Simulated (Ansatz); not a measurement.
# TaRu: elastic constants

Aim: the elastic tensor from the stress of slightly strained cells, and the moduli that follow. Runs: reference run (LAPW); ions clamped (LAPW); at 30 GPa (LAPW). Companion runs by PAW are cited.

Computed with Ansatz 0.2.0 (DFT PBEsol, all-electron LAPW, scalar-relativistic unless said, unless a step's input says otherwise).

3 further runs of the same task are left out: 1 that didn't finish, 2 set aside as unsound or not needed.

**1. The structure to begin with**

Symmetry: Pm-3m, No. 221, cubic system. Conventional cell: a = 3.141 Å, b = 3.141 Å, c = 3.141 Å, α = 90.00°, β = 90.00°, γ = 90.00°. Around Ta (site symmetry m-3m) lie 8 Ru at 2.72 Å. Around Ru (site symmetry m-3m) lie 8 Ta at 2.72 Å.

Structure file:

```cif
data_structure
_symmetry_space_group_name_H-M 'Pm-3m'
_symmetry_Int_Tables_number 221
_cell_length_a 3.1408
_cell_length_b 3.1408
_cell_length_c 3.1408
_cell_angle_alpha 90.000
_cell_angle_beta 90.000
_cell_angle_gamma 90.000
_cell_volume 30.98
loop_
_atom_site_label
_atom_site_type_symbol
_atom_site_symmetry_multiplicity
_atom_site_Wyckoff_symbol
_atom_site_fract_x
_atom_site_fract_y
_atom_site_fract_z
_atom_site_occupancy
Ta1 Ta 1 b 0.50000 0.50000 0.50000 1
Ru1 Ru 1 a 0.00000 0.00000 0.00000 1
```

Cartesian axes are those of the input's lattice vectors. The structure goes back to a database entry.

**2. Reference run, LAPW**

input.yaml

```yaml
crystal:
  lattice:
    - [3.14080532864, 0.0, 0.0]
    - [0.0, 3.14080532864, 0.0]
    - [0.0, 0.0, 3.14080532864]
  atoms:
    - { symbol: Ta, position: [0.5, 0.5, 0.5] }
    - { symbol: Ru, position: [0.0, 0.0, 0.0] }
kpoints:
  mp_grid: { grid: [14, 14, 14] }
scf:
  occupations: { method: fermi_dirac, width: 0.1 }
hamiltonian:
  xc: pbesol
  pseudopotentials: { kind: all_electron, lapw: { basis_error: 0.001 } }
elastic:
  mode: relaxed_ion
  stencil: two_point
  amplitude: 0.005
```

Launch:

```
$ ansatz run input.yaml --threads 1 --pin off --max-ram 2560MiB --backend cpu --events-out ev --progress --plain --runs-dir out
```

**3. Ions clamped, LAPW**

Edit input.yaml of step 2 so:

```diff
@@ -16,3 +16,3 @@
 elastic:
-  mode: relaxed_ion
+  mode: clamped_ion
   stencil: two_point
```

**4. At 30 GPa, LAPW**

Edit input.yaml of step 3 so:

```diff
@@ -2,5 +2,5 @@
   lattice:
-    - [3.14080532864, 0.0, 0.0]
-    - [0.0, 3.14080532864, 0.0]
-    - [0.0, 0.0, 3.14080532864]
+    - [3.04663759203, 0.0, 0.0]
+    - [0.0, 3.04663759203, 0.0]
+    - [0.0, 0.0, 3.04663759203]
   atoms:
@@ -16,3 +16,3 @@
 elastic:
-  mode: clamped_ion
+  mode: relaxed_ion
   stencil: two_point
```

(Steps that only read results are left out.)

Q: Predict the outcome of this session. Wanted: C11; C12; C44.

As calculated:

| quantity | value |
| --- | --- |
| C11 (LAPW) | 265 GPa |
| C12 (LAPW) | 452 GPa |
| C44 (LAPW) | 129 GPa |

The tensor has a negative eigenvalue (-187.0 GPa): the crystal is mechanically unstable at this level. PAW's constants lie within 2.0 GPa of LAPW's. Cautions: responses of metals move with mesh and smearing; no spin-orbit coupling on heavy atoms.
